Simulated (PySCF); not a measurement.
# CrF6 ([CrF6]3-): the cost of one run

Computed with PySCF 2.14.0 and routines of our own; the level stands in each step. Atoms count from 0.

## Step 1: The system as given

7 atoms, charge -3, states of the metal's open shell are computed; geometry from: model start, shaken.

## Step 2: Optimising the geometry at PBE0-D3(BJ)/def2-SVP

The job: settings as JSON, then the geometry in Å.

```
{"job": {"xc": "PBE0", "basis": "def2-SVP", "d3": "d3bj", "grid": 1, "maxiter": 45, "solvent": "water", "kind": "geom"}, "charge": -3, "metal": "Cr", "open_shell": "d3"}
Cr     0.000020     0.004480    -0.004110
F     -0.013360    -0.006820     1.900130
F      0.000900     0.020100    -1.922380
F      1.905690     0.007350     0.005350
F     -1.913420    -0.013960    -0.000440
F      0.010430     1.894840    -0.006860
F     -0.028520    -1.934340    -0.027630
```

Command:

```console
$ OMP_NUM_THREADS=1 python lf_run.py task.json out
```

One launch serves the whole session: the jobs run in the order shown.

Q: Estimate the wall time and peak memory of this first job on 1 thread of Arm Neoverse V2, shared host.

About 83 s, with a peak of 0.77 GiB.
